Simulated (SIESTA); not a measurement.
The system is As2S.

```
As S
1.0
    -3.50648    3.50648    2.48592
     3.50648   -3.50648    2.48592
     3.50648    3.50648   -2.48592
As S
4 2
Direct
  0.87500 0.12500 0.25000
  0.87500 0.62500 0.75000
  0.37500 0.12500 0.25000
  0.87500 0.12500 0.75000
  0.25000 0.75000 0.50000
  0.50000 0.50000 0.00000
```

The cell comes from a database or a generator and needn't be the stable form of this composition.

Base run:

* Program: SIESTA 5.4.2
* Functional: PBE
* Potentials or basis: PseudoDojo 0.4 standard (PBE files)
* Basis: DZP (energy shift 0.003 Ry; two zetas on semicore shells)
* Grid cutoff: 500 Ry
* Energy shift: 0.003 Ry
* k mesh: 7 × 7 × 7
* Occupations: fermi-dirac, width 0.05 eV
* Spin: no spin polarisation

Its results: band gap on the k mesh none (metal or under the smearing width); pressure 2.6 GPa.

Question: The run is repeated on the same cell with these changes: functional from PBE to PBEsol; potentials or basis from PseudoDojo 0.4 standard (PBE files) to PseudoDojo 0.4 standard (PBEsol files). What comes out?

Answer: Band gap on the k mesh none (metal or under the smearing width); pressure -1.0 GPa.

Caveats: the basis of atomic orbitals isn't converged, which shifts pressures, moduli and gaps.
